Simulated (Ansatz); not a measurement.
The system is C.

```xyz
3
Lattice="2.6197 0.0000 0.0000 0.0000 2.6197 0.0000 0.0000 0.0000 2.6197" Properties=species:S:1:pos:R:3 pbc="T T T"
C     0.0000    1.3099    1.3099
C     1.3099    0.0000    1.3099
C     1.3099    1.3099    0.0000
```

The cell was built by a generator and needn't be a form met in nature.

Program: Ansatz 0.2.0. Alike in all runs: task single point; level HSE06 form with a typed share of exact exchange; potentials or basis Ansatz PAW; no spin polarisation; cell as given; k mesh 5 × 5 × 5; cutoff (eV) 420; smearing fermi-dirac 0.05 eV; the mesh is coarse, so values aren't converged.

Task: Order these runs on this cell by their pressure, lowest first.
A. share of exact exchange 0.3
B. share of exact exchange 0.2
C. share of exact exchange 0.1
D. share of exact exchange 0.25
E. share of exact exchange 0.05

Result: A (-4.1 GPa), D (-2.2 GPa), B (-0.4 GPa), C (3.3 GPa), E (5.1 GPa).

Caveats: all runs use coarse meshes; the PAW data sets come from PBE, with cores solved anew for the run's functional, which leaves a small shift of forces and pressure; the thresholds are loose for stress.
